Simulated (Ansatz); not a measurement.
**InH2S2 radical: one species, many methods**

An exercise on one series of results from a longer session: the logs are not shown, and one member is left open.

Method: functionals in def2-TZVPP, the program's frozen cores in correlated methods; program: Ansatz 0.2.0, Gaussian basis.

Levels to be run: PBE-D4, r2SCAN-D4, PBE0-D4, B3LYP-D4, ωB97X-V, ωB97M-V, B2PLYP; CCSD(T)/def2-TZVPP; CCSD(T)/def2-QZVPP; extrapolation to the limit.

### Structure used throughout

All runs share one geometry, relaxed beforehand with PBE0-D4 in a triple-zeta def2 set. In takes the def2 core potential; no spin-orbit term is included.

SMILES `[SH][In][SH]`, 5 atoms, charge 0, spin multiplicity 2.

Atoms are counted from 1 here; the program's logs count them from 0.

Bond lengths: S1–In2 2.431 Å, S1–H4 1.343 Å, In2–S3 2.428 Å, S3–H5 1.346 Å. Angles: In2–S1–H4 93.7°, S1–In2–S3 115.9°, In2–S3–H5 91.5°.

The first run:

File in.yaml:

```yaml
crystal:
  periodic: [false, false, false]
  atoms:
    - {symbol: S, position_ang: [-1.444284, 0.796584, -0.675992]}
    - {symbol: In, position_ang: [0.586434, -0.538703, -0.738783]}
    - {symbol: S, position_ang: [1.726146, -0.835164, 1.384918]}
    - {symbol: H, position_ang: [-1.670155, 0.671763, -1.993839]}
    - {symbol: H, position_ang: [0.801859, -0.094480, 2.023696]}
basis:
  gaussian: {orbitals: def2-TZVPP}
magnetization: {spin_polarized: true, initial_magnetization: 1}
hamiltonian: {xc: pbe, dispersion: d4}
output: {forces: true, orbitals: {seedname: orbitals}}
```

Command:

```sh
> ansatz run in.yaml --threads 2 --pin off --events-out ev --progress --plain --max-ram 32768MiB --backend cpu
```

Among the steps run: PBE-D4 (GGA); r2SCAN-D4 (meta-GGA); PBE0-D4 (hybrid); B3LYP-D4 (hybrid); ωB97X-V (range-separated); ωB97M-V (range-separated); B2PLYP (double hybrid); CCSD(T) in def2-TZVPP; CCSD(T) in def2-QZVPP.

One table of the session follows, with a row left open; its other results are not shown here.

```
            method  atomisation energy (kJ/mol)
            PBE-D4                       1235.5
         r2SCAN-D4                       1233.6
           PBE0-D4                            ?
          B3LYP-D4                       1196.1
           ωB97X-V                       1223.7
           ωB97M-V                       1223.2
            B2PLYP                       1176.1
     HF/def2-TZVPP                        820.0
    MP2/def2-TZVPP                       1174.1
   CCSD/def2-TZVPP                       1137.6
CCSD(T)/def2-TZVPP                       1167.5
           MP2/CBS                       1221.1
       CCSD(T)/CBS                       1214.5
```

**Question.** Estimate the row for PBE0-D4.

As computed: atomisation energy (kJ/mol): 1211.7. In the column «atomisation energy (kJ/mol)» it lies between B3LYP-D4 (1196.1) and CCSD(T)/CBS (1214.5).

Limits of these values: Free atoms (2 S, 1 In, 2 H) were run apart at each level; the atomisation energy is their sum less the molecule, without zero-point or spin-orbit terms.
